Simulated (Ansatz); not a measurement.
# AsCl₃GaH₃: basis-set convergence

An exercise on one series of results from a longer session: the logs are not shown, and one member is left open.

Computed with Ansatz 0.2.0, Gaussian basis. Level: one geometry, several basis sets.

Plan: PBE0-D4/def2-SVP; ωB97M-V/def2-SVP; PBE0-D4/def2-QZVPP; ωB97M-V/def2-QZVPP; the functionals' def2-TZVPP values are taken from earlier runs.

**Structure used throughout**

All runs share one geometry, relaxed beforehand with PBE0-D4 in a triple-zeta def2 set.

SMILES `[Cl][Ga-]([Cl])([Cl])[AsH3+]`, 8 atoms, charge 0, spin multiplicity 1.

Atoms are counted from 1 here; the program's logs count them from 0.

Bond lengths: Cl1–Ga2 2.150 Å, Ga2–Cl3 2.150 Å, Ga2–Cl4 2.150 Å, Ga2–As5 2.608 Å, As5–H6 1.504 Å, As5–H7 1.504 Å, As5–H8 1.504 Å. Angles: Cl1–Ga2–Cl3 117.0°, Cl1–Ga2–Cl4 117.0°, Cl1–Ga2–As5 100.3°, Cl3–Ga2–Cl4 116.9°, Cl3–Ga2–As5 100.0°, Cl4–Ga2–As5 100.2°, Ga2–As5–H6 118.4°, Ga2–As5–H7 118.1°, Ga2–As5–H8 118.3°, H6–As5–H7 99.4°, H6–As5–H8 99.4°, H7–As5–H8 99.4°.

The first run:

File in.yaml:

```yaml
crystal:
  periodic: [false, false, false]
  atoms:
    - {symbol: Cl, position_ang: [-0.562334, -1.963931, 1.891773]}
    - {symbol: Ga, position_ang: [0.446564, -1.364392, 0.090323]}
    - {symbol: Cl, position_ang: [2.572355, -1.065585, 0.216914]}
    - {symbol: Cl, position_ang: [-0.319377, -2.142784, -1.761879]}
    - {symbol: As, position_ang: [-0.350047, 1.112392, -0.086344]}
    - {symbol: H, position_ang: [-1.278744, 1.642638, 0.970688]}
    - {symbol: H, position_ang: [0.693866, 2.194300, -0.062632]}
    - {symbol: H, position_ang: [-1.110085, 1.530162, -1.314645]}
basis:
  gaussian: {orbitals: def2-SVP}
hamiltonian: {xc: pbe0, dispersion: d4}
output: {orbitals: {seedname: orbitals}}
```

Launch:

```sh
ansatz run in.yaml --threads 4 --pin off --events-out ev --progress --plain --max-ram 11315MiB
```

Among the steps run: PBE0-D4 in def2-SVP; ωB97M-V in def2-SVP; PBE0-D4 in def2-QZVPP; ωB97M-V in def2-QZVPP.

One table of the session follows, with a row left open; its other results are not shown here.

It belongs to the step «Density functionals: the series». 

```
functional       basis  HOMO (eV)
   PBE0-D4    def2-SVP      -8.46
   PBE0-D4  def2-TZVPP          ?
   PBE0-D4  def2-QZVPP      -8.73
   ωB97M-V    def2-SVP     -10.68
   ωB97M-V  def2-TZVPP     -10.86
   ωB97M-V  def2-QZVPP     -10.91
```

Estimate the missing values for PBE0-D4, def2-TZVPP.

The run gave: HOMO (eV): -8.68. In the column «HOMO (eV)» it lies between PBE0-D4, def2-QZVPP (-8.73) and PBE0-D4, def2-SVP (-8.46).
